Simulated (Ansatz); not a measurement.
# TiHO+ (triplet): wave-function methods side by side, def2-TZVPP

An exercise on one series of results from a longer session: the logs are not shown, and one member is left open.

Computed with Ansatz 0.2.0, Gaussian basis. Level: def2-TZVPP, core rule «outside noble gas», up to 10 orbitals frozen.

Plan: UHF; CCSD(T) on ROHF; CCSD(T) on UHF; CCSDT(Q) on ROHF; CCSDT(Q) on UHF.

10 further runs of the same task are left out: 5 for a known fault of the program, 5 set aside as unsound or not needed.

## The geometry

The geometry is a PBE0/def2-TZVP stationary point (not a proven minimum) of the parent state, kept for this charge and spin.

3 atoms, charge 1, spin multiplicity 3.

Atoms are counted from 1 here; the program's logs count them from 0.

Bond lengths: Ti1–O2 1.702 Å, Ti1–H3 1.852 Å. Angles: O2–Ti1–H3 180.0°.

Geometry (Å):

```
Ti    0.0000    0.0000   -0.0502
O     0.0000    0.0000   -1.7517
H     0.0000    0.0000    1.8020
```

The first run:

in.yaml reads:

```yaml
crystal:
  periodic: [false, false, false]
  atoms:
    - {symbol: Ti, position_ang: [0.000000, 0.000000, -0.050233]}
    - {symbol: O, position_ang: [0.000000, 0.000000, -1.751733]}
    - {symbol: H, position_ang: [0.000000, 0.000000, 1.801967]}
basis:
  gaussian: {orbitals: def2-TZVPP}
total_charge: 1
magnetization: {spin_polarized: true, initial_magnetization: 2}
hamiltonian: {xc: hf}
output: {orbitals: {seedname: orbitals}}
```

The run is started by

```console
$ ansatz run in.yaml --threads 1 --pin off --events-out ev --progress --plain --max-ram 4096MiB --backend cpu
```

Among the steps run: UHF; CCSD(T) on ROHF; CCSD(T) on UHF; CCSDT(Q) on ROHF; CCSDT(Q) on UHF.

One of the session's tables, all rows but one given; the rest of the session is left out.

It belongs to the step «Misses and costs». 

```
   method  from RCCSDT(Q) (kJ/mol)
      UHF                   +900.3
     RMP2                    -15.1
     UMP2                   +182.9
    RCCSD                    +81.3
    UCCSD                    +72.5
 RCCSD(T)                    -20.2
 UCCSD(T)                     +6.2
   RCCSDT                    -15.2
   UCCSDT                        ?
RCCSDT(Q)                        0
UCCSDT(Q)                    -28.2
```

Estimate the missing values for UCCSDT.

As computed: from RCCSDT(Q) (kJ/mol): -7.3. In the column «from RCCSDT(Q) (kJ/mol)» it lies between RMP2 (-15.1) and RCCSDT(Q) (0).

Left out of the table: ROHF (another determinant or state than the rows shown).

The program flags RCCSDT(Q) as in doubt (see the logs), so the zero of the table is itself unsure.

Caveats from the session: The program flags RCCSDT(Q) as in doubt, so the zero of the table is itself unsure. Warnings: coupled cluster took another determinant than the lowest; large T1 diagnostic. Restricted and unrestricted rows rest on different reference determinants; where their highest levels disagree by more than a few hundredths of an eV, they describe different states and don't form one ladder.
